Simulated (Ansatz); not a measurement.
Ti3InC, space group Pm-3m: an equation of state with a fit, run with Ansatz's Python interface.

`eos_ti3inc.py`
```python
"""Bulk modulus of Ti3InC from an E(V) curve."""

import warnings

import ansatz
import numpy as np
from scipy.optimize import curve_fit

FUNCTIONAL = "r2scan"
ECUT = 500
SMEARING = "Marzari-Vanderbilt"
SIGMA = 0.05
KGRID = (6, 6, 6)

vectors0 = np.array([
    [4.23556108, 0.0, 0.0],
    [0.0, 4.23556108, 0.0],
    [0.0, 0.0, 4.23556108],
])
sites = [
    ("Ti", [0.5, 0.5, 0.0]),
    ("Ti", [0.5, 0.0, 0.5]),
    ("Ti", [0.0, 0.5, 0.5]),
    ("In", [0.0, 0.0, 0.0]),
    ("C", [0.5, 0.5, 0.5]),
]


def crystal_on(cell):
    crystal = ansatz.Crystal(lattice=ansatz.Lattice.of(cell))
    for symbol, position in sites:
        crystal = crystal.atom(symbol, position)
    return crystal

def vinet(v, e0, v0, b0, b1):
    eta = (v / v0) ** (1 / 3)
    return e0 + 2 * b0 * v0 / (b1 - 1) ** 2 * (2 - (5 + 3 * b1 * (eta - 1) - 3 * eta) * np.exp(-1.5 * (b1 - 1) * (eta - 1)))


def main() -> None:
    warnings.simplefilter("ignore", ansatz.DeckWarning)

    # uniform scaling of the cell
    volumes, energies, pressures = [], [], []
    for scale in np.linspace(0.88, 1.12, 7):
        cell = vectors0 * scale ** (1 / 3)
        calc = (
            crystal_on(cell).calculation()
            .pseudopotentials("paw", azcp={"folder": "soft_1"})
            .functional(FUNCTIONAL)
            .basis(ECUT)
            .occupations(SMEARING, width=SIGMA)
            .kpoints(*KGRID)
            .stress()
        )
        data = calc.run(threads=1, pin="off").report
        volumes.append(abs(np.linalg.det(cell)) / len(sites))
        energies.append(data["free_energy_ev"] / len(sites))
        pressures.append(np.trace(data["stress_gpa"]) / 3)
        print(f"V = {volumes[-1]:8.4f} A^3/atom  F = {energies[-1]:.5f} eV/atom  P = {pressures[-1]:8.3f} GPa")

    guess = (min(energies), volumes[int(np.argmin(energies))], 0.5, 4.5)
    (e0, v0, b0, b1), _ = curve_fit(vinet, np.array(volumes), np.array(energies), p0=guess, maxfev=20000)
    print(f"Vinet fit: V0 = {v0:.4f} A^3/atom, B0 = {160.21766 * b0:.1f} GPa, B1 = {b1:.2f}")
    print("largest residual", round(1000 * float(np.abs(vinet(np.array(volumes), e0, v0, b0, b1) - energies).max()), 3), "meV/atom")


if __name__ == "__main__":
    main()
```

From its runs, with one value withheld:

| V (Å³/atom) | F less the lowest row shown (meV/atom) |
| --- | --- |
| 13.374 | 127.36 |
| 13.981 | 51.45 |
| 14.589 | 11.22 |
| 15.197 | 0.00 |
| 15.805 | 12.42 |
| 16.413 | 44.08 |
| 17.021 | ? |

What is the missing energy at 17.021 Å³ an atom?

A third-order Birch-Murnaghan fit, E = E0 + (9 V0 B0 / 16) [(t - 1)³ B' + (t - 1)² (6 - 4t)] with t = (V0/V)^(2/3), through the 6 rows shown gives V0 = 15.161 Å³, B0 = 156.6 GPa, B' = 4.09 and E0 = -0.04 meV. At V = 17.021 Å³, t = 0.92578, and the fit extrapolates to 91.49 meV. The run gave 91.39 meV, a miss of 0.10 meV.

Caveats:
- The mesh is modest for a metal, so energies can be off by several to tens of meV an atom and pressures by half a GPa or more; differences at equal mesh fare better.
- Pressure is positive in compression.
- This cell is a computed structure, which may not be the phase found in nature.
- Hardware and time: 35 s on 1 thread of Intel(R) Xeon(R) Processor @ 2.30GHz, with other jobs on the host, peak memory 0.84 GiB.
